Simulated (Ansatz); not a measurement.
# SiH3S (SMILES [SiH2]S) at U-revPBE/STO-3G

What is the electronic atomisation energy of SiH3S at U-revPBE/STO-3G? 

Program for the calculation: Ansatz 0.2.0.

31 further runs of the same task are left out: 31 set aside as unsound or not needed.

### 1 The system as given

The species is SiH3S (5 atoms), meant as a doublet with charge 0. As SMILES, `[SiH2]S`. The coordinates come from a PBE0-D4/def2-TZVP relaxation. This is one conformer, not always the lowest.

Bond lengths: Si1–S2 2.132 Å, Si1–H3 1.492 Å, Si1–H4 1.488 Å, S2–H5 1.344 Å. Angles: Si1–S2–H5 94.7°, S2–Si1–H3 111.4°, S2–Si1–H4 105.0°, H3–Si1–H4 110.5°.

### 2 The energy at U-revPBE/STO-3G

The input, job.yaml:

```yaml
crystal:
  periodic: [false, false, false]
  atoms:
    - {symbol: Si, position_ang: [-0.096300, -0.694000, -0.309300]}
    - {symbol: S, position_ang: [0.273100, 1.406000, -0.294500]}
    - {symbol: H, position_ang: [-0.094500, -1.256800, 1.073000]}
    - {symbol: H, position_ang: [-1.440300, -0.843200, -0.929900]}
    - {symbol: H, position_ang: [1.407800, 1.314300, 0.419300]}
basis:
  gaussian:
    orbitals: STO-3G
magnetization:
  spin_polarized: true
  initial_magnetization: 1
hamiltonian:
  xc: {name: revPBE}
accuracy: high
```

The run is started by

```sh
$ ansatz run job.yaml --threads 1 --pin off --max-ram 2610MiB --events-out events.jsonl --progress --plain --runs-dir runs
```

What it wrote:

```text
Warning: RAYON_NUM_THREADS=1 ignored (pool sized by the plan → 1); use --threads N
Functional definition: revPBE
  name "revPBE"
  parameter kappa = 1.245
  parameter beta = 0.06672455060314922
  exchange = pbe_x(kappa = kappa, mu = beta*pi^2/3)
  correlation = pbe_c(beta = beta)
364 factors; integrals over basis functions are off by at most 2.7e-8 eV
mean field evaluation 1: about -18544.6461 eV, gradient 8.8e0 eV
mean field evaluation 2: about -18544.3924 eV, gradient 1.0e1 eV
mean field evaluation 4: about -18545.2491 eV, gradient 3.0e-1 eV
mean field evaluation 8: about -18545.2071 eV, gradient 3.2e-3 eV
mean field evaluation 16: about -18545.2071 eV, gradient 1.1e-7 eV
mean field -18545.20707209 eV, -681.5237895063 hartree, gradient 4.7e-8 eV, S^2 0.750850; 0 other end points of the search recorded, 0 dependent functions left out
reference -18545.20707433 eV, -681.5237895886 hartree; 17, 16 occupied and 4, 5 virtual orbitals, 364 factors
Total energy: -18545.20707433 eV, -681.5237895886 hartree
```

Run time: 1.2 s. Hardware: 1 thread of Intel Xeon Platinum 8488C (Sapphire Rapids), shared host; peak memory 0.15 GiB.

### 3 The H atom

The input, input.yaml:

```yaml
crystal:
  periodic: [false, false, false]
  atoms:
    - {symbol: H, position_ang: [0.000000, 0.000000, 0.000000]}
basis:
  gaussian:
    orbitals: STO-3G
magnetization:
  spin_polarized: true
  initial_magnetization: 1
accuracy: high
hamiltonian:
  xc: {name: revPBE}
```

Run the same way, it converges to -0.47010 Eh (log not shown).

### 4 The S atom

The input, input.yaml:

```yaml
basis:
  gaussian: {orbitals: STO-3G}
crystal:
  periodic: [false, false, false]
  atoms:
    - {symbol: S, position_ang: [0.000000, 0.000000, 0.000000]}
hamiltonian: {xc: {name: revPBE}}
total_charge: 0
magnetization: {spin_polarized: true, initial_magnetization: 2}
accuracy: high
```

The run is started by

```sh
$ ansatz run input.yaml --threads 1 --pin off --max-ram 2610MiB --events-out events.jsonl --progress --plain --runs-dir runs
```

What it wrote, shortened:

```text
Warning: RAYON_NUM_THREADS=1 ignored (pool sized by the plan → 1); use --threads N
[... 6 set-up lines as earlier in the session ...]
42 factors; integrals over basis functions are off by at most 2.2e-9 eV
mean field evaluation 1: about -10710.2379 eV, gradient 1.7e-1 eV
mean field evaluation 2: about -10710.2380 eV, gradient 4.8e-3 eV
mean field evaluation 4: about -10710.2380 eV, gradient 1.6e-7 eV
mean field evaluation 8: about -10710.2375 eV, gradient 3.0e-2 eV
mean field evaluation 16: about -10710.2380 eV, gradient 1.2e-6 eV
mean field -10710.23804264 eV, -393.5939884071 hartree, gradient 3.1e-10 eV, S^2 2.000000; 1 other end points of the search recorded, 0 dependent functions left out
reference -10710.23804382 eV, -393.5939884502 hartree; 9, 7 occupied and 0, 2 virtual orbitals, 42 factors
Total energy: -10710.23804382 eV, -393.5939884502 hartree
```

It took 0.3 s on 1 thread of Intel Xeon Platinum 8488C (Sapphire Rapids), shared host.

### 5 The Si atom, same level

The input, job.yaml:

```yaml
crystal:
  periodic: [false, false, false]
  atoms:
    - {symbol: Si, position_ang: [0.000000, 0.000000, 0.000000]}
basis:
  gaussian: {orbitals: STO-3G}
hamiltonian: {xc: {name: revPBE}}
magnetization: {spin_polarized: true, initial_magnetization: 2}
accuracy: high
```

Run the same way, it converges to -285.87250 Eh (log not shown).

### 6 Results

At U-revPBE/STO-3G:

```
                     quantity          value
       molecule: total energy  -681.52379 Eh
               molecule: ⟨S²⟩          0.751
         H atom: total energy    -0.47010 Eh
                 H atom: ⟨S²⟩          0.750
         S atom: total energy  -393.59399 Eh
                 S atom: ⟨S²⟩          2.000
        Si atom: total energy  -285.87250 Eh
                Si atom: ⟨S²⟩          2.000
electronic atomisation energy      17.606 eV
```

In words: Taking the molecule apart into free atoms costs 17.61 eV (1699 kJ/mol), before zero-point energy and without spin-orbit coupling. In a minimal basis such a difference can be off by several eV, whatever the method.
